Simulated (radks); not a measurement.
# Spin polarisation of the 4f shell in Er

Aim: the energy gained and the exchange splitting as electrons of the 4f shell of Er are turned from spin down to spin up.

The numbers are computed with radks (a radial shooting solver on a logarithmic mesh, Libxc functionals) version 1 (non-relativistic Kohn-Sham, PBE, spin-polarised, spherical densities, point nucleus), except any that are marked as measured or tabulated.

## Step 1: What is computed

- element: erbium (Z = 68)
- charge: 0
- electrons: 68
- configuration: [Xe] 4f(up 6, down 6) 6s2

A shell typed twice in an input gives spin up, then spin down.

## Step 2: No moment

The run's settings:

```text
Z 68
configuration [Xe] 4f6 4f6 6s2
relativity non-relativistic
functional pbe,pbe
spin polarised
nucleus point
```

On the command line:

```sh
python run_ks.py task.json out
```

The same process makes all the runs of this session.

## Step 3: moment 0.5 in 4f

The run's settings:

```text
Z 68
configuration [Xe] 4f6.25 4f5.75 6s2
relativity non-relativistic
functional pbe,pbe
spin polarised
nucleus point
```

## Step 4: moment 1 in 4f

The run's settings:

```text
Z 68
configuration [Xe] 4f6.5 4f5.5 6s2
relativity non-relativistic
functional pbe,pbe
spin polarised
nucleus point
```

## Step 5: moment 1.5 in 4f

The run's settings:

```text
Z 68
configuration [Xe] 4f6.75 4f5.25 6s2
relativity non-relativistic
functional pbe,pbe
spin polarised
nucleus point
```

## Step 6: moment 2 in 4f

The run's settings:

```text
Z 68
configuration [Xe] 4f7 4f5 6s2
relativity non-relativistic
functional pbe,pbe
spin polarised
nucleus point
```

**Question.** What will these runs give? Wanted: for each run, moment; E − E(0); ε(4f up); ε(4f down); splitting.

The runs gave:

```csv
moment (μB),E − E(0) (eV),ε(4f up) (eV),ε(4f down) (eV),splitting (eV)
0,0.000,-7.342,-7.342,0.000
0.5,-0.049,-7.536,-7.142,0.395
1,-0.197,-7.725,-6.935,0.790
1.5,-0.444,-7.907,-6.723,1.184
2,-0.790,-8.083,-6.504,1.579
```

In words: At a moment of 2 μB the energy has fallen by 0.79 eV and the 4f levels split by 1.58 eV, 0.789 eV per μB. The Stoner form E = −I m²/4 would give I = 0.790 eV. The energy falls at every step.
